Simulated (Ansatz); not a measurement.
Run this with the Python package of Ansatz (0.2.0) and show what comes out.

The script, `adiabatic_alse.py`:
```python
"""How AlSe relaxes after losing an electron."""

import itertools

import ansatz
from ase.data import atomic_numbers, covalent_radii
import numpy as np

mol = (
    ansatz.Crystal.molecule()
    .atom("Al", (0.0, 0.0, 0.0))
    .atom("Se", (0.0, 0.0, 2.31))
)

model = (
    mol.calculation()
    .basis(gaussian="def2-SVP")
    .functional("CAM-B3LYP")
    .spin("collinear", total=1)
)
symbols = [site.symbol for site in mol.cartesian_sites]
start = np.array([site.position_ang for site in mol.cartesian_sites], dtype=float)
summary = model.relax(force_tolerance=0.01).run(threads=1, backend="cpu").report
end = np.array(summary["positions_ang"])

minimum = ansatz.Crystal.molecule()
for symbol, place in zip(symbols, end):
    minimum = minimum.atom(symbol, place.tolist())
ion = minimum.calculation()
ion = ion.basis(gaussian="def2-SVP").functional("CAM-B3LYP")
ion = ion.charge(1)
vertical = ion.run(threads=1, backend="cpu").report
settled = ion.relax(force_tolerance=0.01, max_steps=80).run(threads=1, backend="cpu").report
print(f"vertical ionisation energy   {vertical['free_energy_ev'] - summary['free_energy_ev']:.3f} eV")
print(f"adiabatic, no zero point     {settled['free_energy_ev'] - summary['free_energy_ev']:.3f} eV")
print(f"relaxation energy of the ion {vertical['free_energy_ev'] - settled['free_energy_ev']:.3f} eV")
ionised = np.array(settled["positions_ang"])
# pairs closer than 1.2 times the sum of covalent radii, before or after
radius = [covalent_radii[atomic_numbers[s]] for s in symbols]
span = lambda where, i, j: np.linalg.norm(where[i] - where[j])
bonded = [(i, j) for i, j in itertools.combinations(range(len(symbols)), 2) if min(span(end, i, j), span(ionised, i, j)) < 1.2 * (radius[i] + radius[j])]
print("pair        before    after (A)")
for i, j in bonded:
    print(f"{symbols[i]}{i}-{symbols[j]}{j}".ljust(10), f"{span(end, i, j):8.4f} {span(ionised, i, j):8.4f}")
```

```console
$ python adiabatic_alse.py
vertical ionisation energy   9.496 eV
adiabatic, no zero point     9.490 eV
relaxation energy of the ion 0.006 eV
pair        before    after (A)
Al0-Se1      2.1564   2.1291
```

Notes:
- The energies are electronic: no zero-point or thermal terms, and the basis set is short of its limit. The product may relax into another structure. Each relaxation finds its nearest minimum, which needn't be the lowest.
- The run takes the species as open-shell (spin multiplicity 2), which needn't be its ground state.
- Only the spin states typed were run; another state of an ion can lie lower, by up to an eV or two.
- The spin state was assumed, and another may lie lower.
- Wall time of the script: 15 s on 1 thread of Arm Neoverse V2, on a shared host, peak memory 0.22 GiB.
